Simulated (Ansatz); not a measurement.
From input file to script: Na, space group Pm-3m in Ansatz 0.2.0.

```yaml
crystal:
  lattice:
    - [7.02334, 0.0, 0.0]
    - [0.0, 7.02334, 0.0]
    - [0.0, 0.0, 7.02334]
  atoms:
    - { symbol: Na, position: [0.0, 0.0, 0.0] }
kpoints:
  mp_grid:
    grid: [4, 4, 4]
    shift: [0.0, 0.0, 0.0]
hamiltonian:
  xc: pbesol
  pseudopotentials:
    kind: all_electron
    lapw: {}
scf:
  occupations:
    method: cold
    width: 0.15
output:
  eigenvalues: true
```

`na.py`:
```python
from collections import Counter

import ansatz as az
from pymatgen.core import Lattice, Structure
from pymatgen.core import Structure
from pymatgen.io.ase import AseAtomsAdaptor

FUNCTIONAL = "pbesol"
OCCUPATIONS = "cold"
SIGMA = 0.15

pmg_structure = Structure(
    Lattice([(7.02334, 0.0, 0.0), (0.0, 7.02334, 0.0), (0.0, 0.0, 7.02334)]),
    ["Na"],
    [
        (0.0, 0.0, 0.0),
    ],
)
system = az.Crystal.from_ase(AseAtomsAdaptor.get_atoms(pmg_structure))

calc = (
    system.calculation()
    .functional(FUNCTIONAL)
    .occupations(OCCUPATIONS, width=SIGMA)
    .kpoints(4, center="gamma")
    .pseudopotentials("all_electron", lapw=True)
    .band_table()
)
def show(event):
    row = event["data"]
    if event["event"] == "scf_iter" and row.get("harris_foulkes_ev") is not None:
        print(f"  iteration {row['iter']:3d}  Harris-Foulkes {row['harris_foulkes_ev']:.5f} eV  residual {row['dr2_ev']:.2e}")


done = calc.session().plan().execute(on_event=show)
report = done.report

print("%-22s %14.5f eV" % ("F = E - TS", report["free_energy_ev"]))
print("%-22s %14.5f eV" % ("E", report["internal_energy_ev"]))
print("%-22s %14.5f eV" % ("Harris-Foulkes", report["harris_foulkes_ev"]))
print("%-22s %14.5f eV" % ("Fermi level", report["fermi_energy_ev"]))

gap = None if "band_edges_ev" not in report else report["band_edges_ev"][1] - report["band_edges_ev"][0]
print("gap on the k mesh:", "withheld (metal, or smearing too wide to tell)" if gap is None else f"{gap:.3f} eV")
print("lowest empty less highest filled band, by band count:", round(report["gap_by_band_count_ev"], 3), "eV")

fermi = report["fermi_energy_ev"]
print("levels less the Fermi level (eV) at the first k-points")
for k, levels in list(zip(report["kpoints_frac"], report["eigenvalues_ev"]))[:6]:
    print("k = ({:.3f}, {:.3f}, {:.3f})".format(*k))
    print("   ", " ".join(f"{e - fermi:.3f}" for e in levels))

final = Structure(done.lattice.cell_ang, [s.symbol for s in done.lattice.sites], [s.position_frac for s in done.lattice.sites])
shortest = {}
for site, neighbours in zip(final, final.get_all_neighbors(5.0)):
    for other in neighbours:
        pair = "-".join(sorted((site.specie.symbol, other.specie.symbol)))
        shortest[pair] = min(shortest.get(pair, 9e9), other.nn_distance)
for pair, distance in sorted(shortest.items(), key=lambda item: item[1]):
    print(f"shortest {pair:6s} {distance:.4f} A")

errors = report["lapw_basis_errors"]
print(f"estimated basis error {1000 * errors['total_ev_per_atom']:.3f} meV/atom, target {1000 * errors['basis_error_target_ev_per_atom']:.3f}")
for sphere in errors["spheres"]:
    print(f"  {sphere['species']:2s} muffin-tin radius {sphere['muffin_tin_radius_ang']:.3f} A, core shells {sphere['core_shells']}")
```

```console
$ python na.py
  iteration   1  Harris-Foulkes -4408.30422 eV  residual 5.38e-04
  iteration   2  Harris-Foulkes -4408.30587 eV  residual 7.33e-04
  iteration   3  Harris-Foulkes -4408.30885 eV  residual 6.83e-05
  iteration   4  Harris-Foulkes -4408.30910 eV  residual 5.10e-06
  iteration   5  Harris-Foulkes -4408.30909 eV  residual 1.07e-06
  iteration   6  Harris-Foulkes -4408.30910 eV  residual 7.88e-08
  iteration   7  Harris-Foulkes -4408.30910 eV  residual 2.56e-10
F = E - TS                -4408.30910 eV
E                         -4408.30109 eV
Harris-Foulkes            -4408.30910 eV
Fermi level                  -2.17571 eV
gap on the k mesh: withheld (metal, or smearing too wide to tell)
lowest empty less highest filled band, by band count: -0.847 eV
levels less the Fermi level (eV) at the first k-points
k = (0.000, 0.000, 0.000)
    -26.138 -26.138 -26.138 -0.406 2.704 2.704 2.704 3.007
k = (0.000, 0.000, 0.250)
    -26.138 -26.138 -26.138 -0.282 1.734 2.818 2.818 3.300
k = (0.000, 0.000, -0.500)
    -26.138 -26.138 -26.138 -0.107 1.203 2.973 2.973 3.608
k = (0.000, 0.250, 0.250)
    -26.138 -26.138 -26.138 -0.159 1.827 1.922 2.929 3.565
k = (0.000, 0.250, -0.500)
    -26.138 -26.138 -26.138 0.012 1.346 2.083 3.078 3.174
k = (0.000, -0.500, -0.500)
    -26.138 -26.138 -26.138 0.174 1.570 1.570 2.585 3.214
estimated basis error 0.041 meV/atom, target 0.250
  Na muffin-tin radius 3.512 A, core shells 2
```

Reading the output:
- All-electron totals depend on functional, relativistic treatment and basis; only differences at equal settings carry meaning.
- The computed bands are complete only to about 2.8 eV above the Fermi level.
- For a metal this k-point mesh is coarse: on a finer one energies can move by several to tens of meV an atom and pressures by half a GPa or more, differences at one mesh by less.
- An absolute Fermi energy rests on an arbitrary zero of the periodic potential and has no direct meaning.
- A gap by band count of zero or less means overlapping bands, a metal, and at an odd count of electrons it is no gap at all.
- This isn't the structure that Na takes at ambient conditions.
- Levels are Kohn-Sham eigenvalues on this mesh.
- It ran for 1 s on 1 thread of AMD EPYC 9R45 96-Core Processor (Zen 5), with other jobs on the host, peak memory 0.34 GiB.

(Lines on the test bed's own set-up are left out of the output.)
